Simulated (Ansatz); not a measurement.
# Rb3Sr (I4/mmm) in Ansatz: convergence with xc grid

Aim: find how far xc grid must go before the results for Rb3Sr settle, at PBEsol. This setting moves, with any that are tied to it; all else stays.

Program: Ansatz 0.2.0. These are calculated values, not measurements. Logs are shortened: lines on timing, memory, paths and dates and some standing lists are left out, and cuts for length are marked.

### Step 1. The crystal as given

It takes space group I4/mmm (No. 139, tetragonal). Conventional cell: a = 6.824 Å, b = 6.824 Å, c = 13.865 Å, α = 90.00°, β = 90.00°, γ = 90.00°.

The cell comes from a database or a generator and needn't be the stable form of this composition.

### Step 2. With xc grid 1

Input file input.yaml:

```yaml
crystal:
  lattice:
    - [-3.411771, 3.411771, 6.93246]
    - [3.411771, -3.411771, 6.93246]
    - [3.411771, 3.411771, -6.93246]
  atoms:
    - { symbol: Sr, position: [0.0, 0.0, 0.0] }
    - { symbol: Rb, position: [0.5, 0.5, 0.0] }
    - { symbol: Rb, position: [0.25, 0.75, 0.5] }
    - { symbol: Rb, position: [0.75, 0.25, 0.5] }
hamiltonian:
  xc: pbesol
  pseudopotentials: { kind: nc }
kpoints:
  mp_grid: { grid: [5, 5, 5] }
scf:
  occupations: { method: fermi_dirac, width: 0.1 }
output:
  forces: true
  stress: true
  eigenvalues: true
basis:
  xc_grid: 1
```

Potentials or basis: PseudoDojo standard (PBEsol files).

Launch:

```sh
$ ansatz run input.yaml --threads 2 --pin off --max-ram 5632MiB --backend cpu --events-out ev --progress --plain --runs-dir out
```

The log of the run:

```text
Warning: RAYON_NUM_THREADS=2 ignored (pool sized by the plan → 2); use --threads N
Engine: ansatz 0.2.0, aarch64-unknown-linux-gnu
Pseudopotentials: kind: nc
Pseudopotential: Sr, nc, valence charge 10, recommended cutoff 925.187132 eV (normal), Sr.nc.azcp (PseudoDojo's, or run here from an input of PseudoDojo's: the run reads no file of this project's for it)
Pseudopotential: Rb, nc, valence charge 9, recommended cutoff 625.861884 eV (normal), Rb.nc.azcp (PseudoDojo's, or run here from an input of PseudoDojo's: the run reads no file of this project's for it)
Functional definition: PBEsol
  exchange = pbesol_x
  correlation = pbesol_c
Crystal: 4 atoms, lattice volume = 322.780 Å³
Basis set: ecut = 925.187132 eV, 20559 PW (Γ)
Bands: 23, of which v1, the nominal top of the filled ones, is band 19 counted from 1 (18 counted from 0)
Symmetry: 16 space group operations
Space group: I4/mmm (ITA 139), of the structure as read, at distance tolerance 6.9e-5 Å
k-points: 18 of 125
Non-local potential: Sr, projectors of the file, l = 0: 2, l = 1: 2, l = 2: 2
Non-local potential: Rb, projectors of the file, l = 0: 2, l = 1: 2, l = 2: 2
Initial density: superposition of atomic densities (chi_scale 0.1, normalization cell, long waves kept (reshape's long-wave potential 0.00 eV rms))
Initial wavefunctions: pseudopotential atomic-orbital guess
Functional: x = pbesol(κ = 0.804, μ = 0.12345679012345678), c = pbesol(β = 0.046)
SCF iter   1: F=—  HF=-3137.901413 eV  |F-HF|=—  |Δ(HF+E_count)|=         —  Δρ=3.32e-3  dr2=1.17e-1  ethr=3.10e-3  ⟨swp⟩=9.7  Hψ=2489  notcnv=0
preconditioner: auto → Kerker (q_TF=auto, 1.902 Å⁻¹)  [metal: Δε(μ)=0.071 eV  Ē_g=1.709 eV  σ=0.100 eV  W_gap=0.17  n_scr=36 (ndim 8)  ℏωp=4.6 eV  f_vac=0.000  D(μ)=4.19/eV (n_scr^D=14)]
SCF iter   2: F=—  HF=-3137.891270 eV  |F-HF|=—  |Δ(HF+E_count)|=   1.01e-2  Δρ=2.31e-3  dr2=6.40e-2  ethr=3.15e-4  ⟨swp⟩=2.7  Hψ=612  notcnv=0
SCF iter   3: F=—  HF=-3137.878809 eV  |F-HF|=—  |Δ(HF+E_count)|=   1.25e-2  Δρ=8.99e-4  dr2=5.70e-3  ethr=1.73e-4  ⟨swp⟩=4.0  Hψ=824  notcnv=0
SCF iter   4: F=—  HF=-3137.878178 eV  |F-HF|=—  |Δ(HF+E_count)|=   6.31e-4  Δρ=4.18e-4  dr2=4.43e-4  ethr=1.54e-5  ⟨swp⟩=2.3  Hψ=798  notcnv=0
SCF iter   5: F=—  HF=-3137.878062 eV  |F-HF|=—  |Δ(HF+E_count)|=   1.16e-4  Δρ=6.30e-5  dr2=3.76e-5  ethr=1.20e-6  ⟨swp⟩=2.5  Hψ=802  notcnv=0
SCF iter   6: F=—  HF=-3137.878001 eV  |F-HF|=—  |Δ(HF+E_count)|=   6.03e-5  Δρ=1.65e-5  dr2=2.24e-6  ethr=1.02e-7  ⟨swp⟩=2.4  Hψ=505  notcnv=0
SCF iter   7: F=—  HF=-3137.878002 eV  |F-HF|=—  |Δ(HF+E_count)|=   1.58e-7  Δρ=8.46e-6  dr2=4.74e-7  ethr=6.07e-9  ⟨swp⟩=2.7  Hψ=512  notcnv=0
SCF iter   8: F=-3137.878001 eV  HF=-3137.878001 eV  |F-HF|=3.74e-8  |Δ(HF+E_count)|=   6.29e-8  Δρ=3.58e-6  dr2=7.62e-8  ethr=2.70e-10  ⟨swp⟩=11.2  Hψ=2746  notcnv=0
SCF 1 converged in 8 iterations: F = -3137.878001 eV  dr2 = 7.62e-8
SCF converged after 8 iterations
Free energy (F): -3137.878001 eV
Harris-Foulkes:  -3137.878001 eV  (|F-HF|=3.74e-8)
Internal energy: -3137.738144 eV  (E = F + TS)
E sigma→0 (E₀):  -3137.808073 eV
Entropy (-TS):   -0.139857 eV (-34.964 meV/atom)
Fermi energy:    2.481639 eV
--- Per-component energies (eV) ---
  E_band       = -505.620858
  E_kinetic    = 832.670304
  E_local      = -2354.864772  (includes V_loc(G=0)·N_el)
  E_nonlocal   = 47.146513
  E_hartree    = 777.100412
  E_xc         = -791.011168
  E_vxc        = -584.771381  (∫ρ·V_xc dr)
  E_ewald      = -1648.779433
  E_smearing   = -0.139857  (= −TS)
  E_closure    = 0.000000  (closes the sum)
  Σ components = -3137.878001   (vs F -3137.878001, Δ=0.00e0)
--- Forces (eV/Å), atoms counted from 1 ---
  atom   1  Sr     0.00000000     0.00000000    -0.00000000
  atom   2  Rb     0.00000000     0.00000000     0.00000000
  atom   3  Rb     0.00000000    -0.00000000     0.00000000
  atom   4  Rb    -0.00000000    -0.00000000     0.00000000
  max |Σ_I F_I| component: 5.20e-18 eV/Å
--- Stress (GPa, compression-positive) ---
       -0.254096      -0.000000       0.000000
       -0.000000      -0.254096       0.000000
        0.000000      -0.000000      -0.258419
  P = ⅓ Tr σ = -0.2555 GPa (-2.555 kbar)
--- Band table (eV; the first three rows and the last of 18) ---
  k-point 0: bands = ["-35.2010", "-26.1088", "-26.1026", "-26.1003", "-17.1451", "-17.1451", "-17.1431", "-10.2585", "-10.2411", "-10.2411", "-10.2024", "-10.2024", "-10.1814", "-10.1603", "-10.1603", "-10.1601", "0.0444", "2.7242", "3.1138", "3.3019", "3.5813", "3.5813", "3.6519"]
  k-point 1: bands = ["-35.2010", "-26.1079", "-26.1026", "-26.1012", "-17.1451", "-17.1451", "-17.1431", "-10.2670", "-10.2287", "-10.2161", "-10.2142", "-10.2101", "-10.1822", "-10.1732", "-10.1644", "-10.1557", "0.3559", "2.8096", "2.9730", "3.0047", "3.0851", "3.1505", "3.5383"]
  k-point 2: bands = ["-35.2010", "-26.1064", "-26.1027", "-26.1025", "-17.1453", "-17.1452", "-17.1430", "-10.2776", "-10.2444", "-10.2311", "-10.2040", "-10.1944", "-10.1792", "-10.1700", "-10.1641", "-10.1513", "1.1600", "2.1217", "2.5357", "2.6707", "2.8645", "3.0417", "3.6209"]
  k-point 17: bands = ["-35.2010", "-26.1062", "-26.1048", "-26.1008", "-17.1451", "-17.1451", "-17.1430", "-10.2479", "-10.2473", "-10.2281", "-10.2068", "-10.1815", "-10.1794", "-10.1764", "-10.1726", "-10.1709", "0.8732", "1.4029", "2.3009", "2.8982", "3.5996", "3.6812", "3.7016"]
```

Wall time 11 s (2 threads of Arm Neoverse V2, shared host); peak memory 1 GiB.

Results:

```yaml
Free_energy: -3137.8780 eV
Pressure: -0.3 GPa
Band_gap_on_the_k_mesh: none (metal or under the smearing width)
```

### Step 3. With xc grid 2

input.yaml: that of step 2 with these lines changed.

```diff
@@ -22,2 +22,2 @@
 basis:
-  xc_grid: 1
+  xc_grid: 2
```

Potentials or basis: PseudoDojo standard (PBEsol files).

Launch:

```sh
$ ansatz run input.yaml --threads 2 --pin off --max-ram 5632MiB --backend cpu --events-out ev --progress --plain --runs-dir out
```

Run time: 11 s. Hardware: 2 threads of Arm Neoverse V2, shared host; peak memory 1.1 GiB.

Results:

```
Free energy            : -3137.8780 eV
Pressure               : -0.3 GPa
Band gap on the k mesh : none (metal or under the smearing width)
```

### Step 4. With xc grid 3

input.yaml: that of step 3 with these lines changed.

```diff
@@ -22,2 +22,2 @@
 basis:
-  xc_grid: 2
+  xc_grid: 3
```

Launch:

```sh
$ ansatz run input.yaml --threads 2 --pin off --max-ram 5632MiB --backend cpu --events-out ev --progress --plain --runs-dir out
```

It took 12 s on 2 threads of Arm Neoverse V2, shared host; peak memory 1.7 GiB.

Results (log left out):

* Free energy: -3137.8780 eV
* Pressure: -0.3 GPa
* Band gap on the k mesh: none (metal or under the smearing width)

### Step 5. With xc grid 4

input.yaml: that of step 4 with these lines changed.

```diff
@@ -22,2 +22,2 @@
 basis:
-  xc_grid: 3
+  xc_grid: 4
```

Launch:

```sh
$ ansatz run input.yaml --threads 2 --pin off --max-ram 5632MiB --backend cpu --events-out ev --progress --plain --runs-dir out
```

Wall time 14 s (2 threads of Arm Neoverse V2, shared host); peak memory 3 GiB.

The run converged. Its results:

- Free energy: -3137.8780 eV
- Pressure: -0.3 GPa
- Band gap on the k mesh: none (metal or under the smearing width)

### Step 6. With xc grid 5

input.yaml: that of step 5 with these lines changed.

```diff
@@ -22,2 +22,2 @@
 basis:
-  xc_grid: 4
+  xc_grid: 5
```

Potentials or basis: PseudoDojo standard (PBEsol files).

Launch:

```sh
$ ansatz run input.yaml --threads 2 --pin off --max-ram 5632MiB --backend cpu --events-out ev --progress --plain --runs-dir out
```

Wall time 16 s (2 threads of Arm Neoverse V2, shared host); peak memory 4.8 GiB.

Results (log left out):

* Free energy: -3137.8780 eV
* Pressure: -0.3 GPa
* Band gap on the k mesh: none (metal or under the smearing width)

### Step 7. Result

```tsv
xc grid	energy less the tightest run, at zero smearing (meV/atom)	SCF cycles	CPU time (s)	peak memory (GiB)
1	0.00	8	21	1
2	0.00	8	22	1.1
3	0.00	8	24	1.7
4	0.00	8	27	3
5	0.00	8	32	4.8
```

Against the tightest run, the energy stays within 1 meV/atom from 1 on. The tightest run that finished is the yardstick and may itself not be fully converged.
